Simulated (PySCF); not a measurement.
**GeO: spin, charge, geometry and surroundings**

One physical setting of the base script is moved in each run, with the edits that it forces.

Program: PySCF 2.14.0. Level of theory: each script names its method and basis. These are calculated values, not measurements.

2 further runs of the same task are left out: 2 that didn't finish.

### Step 1. The starting structure

GeO: 2 atoms, charge 0, spin multiplicity 1.

Bond lengths: Ge1–O2 1.672 Å.

### Step 2. Base script

File input.py:

```python
from pyscf import gto, dft

mol = gto.M(
    atom='Ge 0 0 0; O 0 0 1.672',
    basis='minao',
    charge=0,
    spin=0,
    symmetry=True,
    verbose=4,
)
mf = dft.RKS(mol, xc='b3lyp5')
mf.kernel()
mf.dip_moment()
print('orbital energies (hartree):', mf.mo_energy[..., max(0, mol.nelec[1]-3):mol.nelec[0]+3].round(4))
```

The run is started by

```bash
$ OMP_NUM_THREADS=1 python input.py
```

The log of this run is left out.

Base result: E(SCF) = -2152.086427 Eh, 11 cycles, μ = 2.15 D.

The bond length is a typed value, not an optimised one.

### Step 3. Bond 1.471 Å

Edit 1 changes bond length: 1.672 Å → 1.471 Å.

File input.py:

```python
from pyscf import gto, dft

mol = gto.M(
    atom='Ge 0 0 0; O 0 0 1.471',
    basis='minao',
    charge=0,
    spin=0,
    symmetry=True,
    verbose=4,
)
mf = dft.RKS(mol, xc='b3lyp5')
mf.kernel()
mf.dip_moment()
print('orbital energies (hartree):', mf.mo_energy[..., max(0, mol.nelec[1]-3):mol.nelec[0]+3].round(4))
```

The run is started by

```bash
$ OMP_NUM_THREADS=1 python input.py
```

### Step 4. Charge +1 (doublet, UKS)

Edit 2 changes charge: 0 → 1; spin (2S): 0 → 1; SCF type: RKS → UKS.

File input.py:

```python
from pyscf import gto, dft

mol = gto.M(
    atom='Ge 0 0 0; O 0 0 1.672',
    basis='minao',
    charge=1,
    spin=1,
    symmetry=True,
    verbose=4,
)
mf = dft.UKS(mol, xc='b3lyp5')
mf.kernel()
mf.dip_moment()
print('orbital energies (hartree):', [e[max(0, n-3):n+3].round(4) for e, n in zip(mf.mo_energy, mol.nelec)])
```

### Step 5. Bond 1.338 Å

Edit 3 changes bond length: 1.672 Å → 1.338 Å.

Changes to input.py since step 2:

```diff
@@ -3,3 +3,3 @@
 mol = gto.M(
-    atom='Ge 0 0 0; O 0 0 1.672',
+    atom='Ge 0 0 0; O 0 0 1.338',
     basis='minao',
```

### Step 6. Bond 2.09 Å

Edit 4 changes bond length: 1.672 Å → 2.09 Å.

Changes to input.py since step 2:

```diff
@@ -3,3 +3,3 @@
 mol = gto.M(
-    atom='Ge 0 0 0; O 0 0 1.672',
+    atom='Ge 0 0 0; O 0 0 2.09',
     basis='minao',
```

Q: Predict the outcome of this session. Wanted: for each run, E(SCF); from base; gap, α spin; SCF dipole.

As calculated:

```
                     run  E(SCF) (hartree)  from base (eV)  cycles  gap, α spin (eV)  SCF dipole (D)
                    base      -2152.086427               0      11              5.50            2.15
            bond 1.471 Å      -2152.022529         +1.7388       9              6.07            1.83
charge +1 (doublet, UKS)      -2151.680468        +11.0467      11              7.16             n/a
            bond 1.338 Å      -2151.890562         +5.3298       8              6.39            1.66
             bond 2.09 Å      -2152.044320         +1.1458      20              3.82            2.92
```

In words: Of the runs whose energies can be compared, “bond 1.338 Å” moves the SCF energy most (+5.330 eV). At the SCF level, going to the doublet with one electron fewer costs 11.05 eV at fixed geometry, against 7.99 eV for the negative of the highest filled level. With bond 2.09 Å the frontier gap moves by over 1.5 eV, which can mean another electronic state rather than the bond length alone.
